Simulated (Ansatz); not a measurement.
# C₃H₆ClFHfN₂O: small, medium and large basis sets

The task here is to estimate one member of a computed series from the others.

Computed with Ansatz 0.2.0, Gaussian basis. Level: one geometry, several basis sets.

Plan: PBE0-D4/def2-SVP; ωB97M-V/def2-SVP; PBE0-D4/def2-QZVPP; ωB97M-V/def2-QZVPP; the functionals' def2-TZVPP values are taken from earlier runs.

### Structure used throughout

All runs share one geometry, relaxed beforehand with PBE0-D4 in a triple-zeta def2 set. Hf takes the def2 core potential; no spin-orbit term is included.

SMILES `C[N](C)[Hf]([F])([Cl])[N]=C=O`, 15 atoms, charge 0, spin multiplicity 1.

Atoms are counted from 1 here; the program's logs count them from 0.

Bond lengths: C1–N2 1.443 Å, C1–H10 1.098 Å, C1–H11 1.098 Å, C1–H12 1.092 Å, N2–C3 1.448 Å, N2–Hf4 1.994 Å, C3–H13 1.097 Å, C3–H14 1.097 Å, C3–H15 1.097 Å, Hf4–F5 1.901 Å, Hf4–Cl6 2.362 Å, Hf4–N7 2.041 Å, N7–C8 1.201 Å, C8–O9 1.165 Å. Angles: N2–C1–H10 111.2°, N2–C1–H11 111.2°, N2–C1–H12 110.8°, H10–C1–H11 107.7°, H10–C1–H12 107.9°, H11–C1–H12 108.0°, C1–N2–C3 113.6°, C1–N2–Hf4 130.0°, C3–N2–Hf4 116.4°, N2–C3–H13 111.4°, N2–C3–H14 111.4°, N2–C3–H15 111.2°, H13–C3–H14 108.4°, H13–C3–H15 107.2°, H14–C3–H15 107.1°, N2–Hf4–F5 106.7°, N2–Hf4–Cl6 107.8°, N2–Hf4–N7 107.0° and more.

Set-up of the first run:

in.yaml reads:

```yaml
crystal:
  periodic: [false, false, false]
  atoms:
    - {symbol: C, position_ang: [0.200812, 1.453322, 1.534257]}
    - {symbol: N, position_ang: [0.030261, 0.275723, 0.717406]}
    - {symbol: C, position_ang: [1.047138, -0.731770, 0.933633]}
    - {symbol: Hf, position_ang: [-1.382548, -0.163860, -0.619987]}
    - {symbol: F, position_ang: [-2.519614, 1.355398, -0.732753]}
    - {symbol: Cl, position_ang: [-2.508619, -2.100689, 0.128094]}
    - {symbol: N, position_ang: [-0.431818, -0.566886, -2.380832]}
    - {symbol: C, position_ang: [0.144605, -0.791858, -3.410047]}
    - {symbol: O, position_ang: [0.702823, -1.011033, -4.408539]}
    - {symbol: H, position_ang: [1.165949, 1.937255, 1.335531]}
    - {symbol: H, position_ang: [0.167082, 1.203100, 2.602608]}
    - {symbol: H, position_ang: [-0.588141, 2.181284, 1.333671]}
    - {symbol: H, position_ang: [2.047269, -0.348856, 0.694414]}
    - {symbol: H, position_ang: [1.048796, -1.081197, 1.973722]}
    - {symbol: H, position_ang: [0.876003, -1.609953, 0.298831]}
basis:
  gaussian: {orbitals: def2-SVP}
hamiltonian: {xc: pbe0, dispersion: d4}
output: {orbitals: {seedname: orbitals}}
```

Run with:

```
ansatz run in.yaml --threads 2 --pin off --events-out ev --progress --plain --max-ram 32768MiB --backend cpu
```

Steps of the session up to this table: PBE0-D4 in def2-SVP; ωB97M-V in def2-SVP; PBE0-D4 in def2-QZVPP; ωB97M-V in def2-QZVPP.

One of the session's tables, all rows but one given; the rest of the session is left out.

It belongs to the step «Functionals by basis». 

| functional | basis | HOMO (eV) |
| --- | --- | --- |
| PBE0-D4 | def2-SVP | -7.18 |
| PBE0-D4 | def2-TZVPP | -7.21 |
| PBE0-D4 | def2-QZVPP | -7.23 |
| ωB97M-V | def2-SVP | -9.38 |
| ωB97M-V | def2-TZVPP | -9.43 |
| ωB97M-V | def2-QZVPP | ? |

Estimate the missing values for ωB97M-V, def2-QZVPP.

As computed: HOMO (eV): -9.45. In the column «HOMO (eV)» it is the lowest.
